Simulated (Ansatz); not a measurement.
# C8H4N2: one species, many methods

One table from this session's results is given with a row withheld; the runs are named, their logs left out.

Computed with Ansatz 0.2.0, Gaussian basis. Level: functionals in def2-TZVPP, the program's frozen cores in correlated methods.

The runs, in order: LDA (SPW92), PBE-D4, revPBE-D4, BLYP-D4, r2SCAN-D4, B97M-V, PBE0-D4, B3LYP-D4, r2SCANh-D4, r2SCAN0-D4, HSE06-D4, BHLYP-D4, CAM-B3LYP-D4, LC-ωPBE, ωB97X-V, ωB97M-V, B2PLYP, PBE-QIDH; CCSD(T)/def2-SVP; CCSD(T)/def2-TZVPP; MP2/def2-QZVPP; extrapolation to the limit; RPA on PBE.

## Structure used throughout

The geometry comes from an earlier relaxation with PBE0-D4 in a triple-zeta def2 set; it is a stationary point, not always the lowest conformer.

SMILES `N#Cc1cccc(C#N)c1`, 14 atoms, charge 0, spin multiplicity 1.

Atoms are counted from 1 here; the program's logs count them from 0.

Bond lengths: N1–C2 1.151 Å, C2–C3 1.427 Å, C3–C4 1.395 Å, C3–C10 1.391 Å, C4–C5 1.384 Å, C4–H11 1.083 Å, C5–C6 1.384 Å, C5–H12 1.083 Å, C6–C7 1.395 Å, C6–H13 1.083 Å, C7–C8 1.427 Å, C7–C10 1.391 Å, C8–N9 1.151 Å, C10–H14 1.082 Å. Angles: N1–C2–C3 179.7°, C2–C3–C4 119.9°, C2–C3–C10 119.7°, C4–C3–C10 120.4°, C3–C4–C5 119.8°, C3–C4–H11 119.5°, C5–C4–H11 120.7°, C4–C5–C6 120.3°, C4–C5–H12 119.8°, C6–C5–H12 119.8°, C5–C6–C7 119.8°, C5–C6–H13 120.7°, C7–C6–H13 119.5°, C6–C7–C8 119.9°, C6–C7–C10 120.4°, C8–C7–C10 119.7°, C7–C8–N9 179.7°, C3–C10–C7 119.3° and more.

Set-up of the first run:

in.yaml

```yaml
crystal:
  periodic: [false, false, false]
  atoms:
    - {symbol: N, position_ang: [0.979439, -3.508105, -1.154948]}
    - {symbol: C, position_ang: [0.644066, -2.444359, -0.870403]}
    - {symbol: C, position_ang: [0.224836, -1.124968, -0.523103]}
    - {symbol: C, position_ang: [-0.612391, -0.413073, -1.382390]}
    - {symbol: C, position_ang: [-1.017972, 0.866096, -1.044407]}
    - {symbol: C, position_ang: [-0.597252, 1.442188, 0.141388]}
    - {symbol: C, position_ang: [0.239962, 0.729457, 0.999995]}
    - {symbol: C, position_ang: [0.674707, 1.322402, 2.223341]}
    - {symbol: N, position_ang: [1.022574, 1.804993, 3.208781]}
    - {symbol: C, position_ang: [0.654345, -0.556760, 0.671357]}
    - {symbol: H, position_ang: [-0.937646, -0.870129, -2.308444]}
    - {symbol: H, position_ang: [-1.667816, 1.419042, -1.711164]}
    - {symbol: H, position_ang: [-0.910616, 2.442518, 0.412337]}
    - {symbol: H, position_ang: [1.303756, -1.109302, 1.337639]}
basis:
  gaussian: {orbitals: def2-TZVPP}
hamiltonian: {xc: lda}
output: {orbitals: {seedname: orbitals}}
```

Run with:

```sh
$ ansatz run in.yaml --threads 2 --pin off --events-out ev --progress --plain --max-ram 32768MiB --backend cuda --devices 0, --max-vram 18GiB
```

Among the steps run: LDA; PBE-D4 (GGA); revPBE-D4 (GGA); BLYP-D4 (GGA); r2SCAN-D4 (meta-GGA); B97M-V (meta-GGA); B3LYP-D4 (hybrid); r2SCANh-D4 (hybrid); r2SCAN0-D4 (hybrid); HSE06-D4 (hybrid); BHLYP-D4 (hybrid); CAM-B3LYP-D4 (range-separated); LC-ωPBE (range-separated); ωB97X-V (range-separated); ωB97M-V (range-separated); B2PLYP (double hybrid); PBE-QIDH (double hybrid).

One of the session's tables, all rows but one given; the rest of the session is left out.

It belongs to the step «Orbital energies across the functionals». 

| functional | HOMO (eV) | LUMO (eV) | gap (eV) |
| --- | --- | --- | --- |
| LDA (SPW92) | -7.62 | -3.48 | 4.14 |
| PBE-D4 | -7.38 | -3.22 | 4.16 |
| revPBE-D4 | -7.30 | -3.13 | 4.17 |
| BLYP-D4 | -7.19 | -3.05 | 4.14 |
| r2SCAN-D4 | -7.58 | -3.13 | 4.46 |
| B97M-V | -7.50 | -3.00 | 4.51 |
| PBE0-D4 | -8.40 | -2.41 | 5.99 |
| B3LYP-D4 | -8.17 | -2.57 | 5.60 |
| r2SCANh-D4 | ? | ? | ? |
| r2SCAN0-D4 | -8.54 | -2.37 | 6.18 |
| HSE06-D4 | -8.01 | -2.78 | 5.23 |
| BHLYP-D4 | -9.22 | -1.42 | 7.80 |
| CAM-B3LYP-D4 | -9.57 | -1.35 | 8.23 |
| LC-ωPBE | -10.86 | -0.38 | 10.48 |
| ωB97X-V | -10.48 | -0.36 | 10.12 |
| ωB97M-V | -10.39 | -0.39 | 10.00 |

**Question.** Estimate the row for r2SCANh-D4.

Worked estimate for «HOMO (eV)». Against the share of exact exchange, r2SCAN-D4 (0, -7.58), r2SCAN0-D4 (0.25, -8.54) give a slope of -3.84 per unit share; at 0.1 the line stands at -7.96.

As computed: HOMO (eV): -7.97; LUMO (eV): -2.82; gap (eV): 5.14. In «HOMO (eV)» the line misses by +0.01.
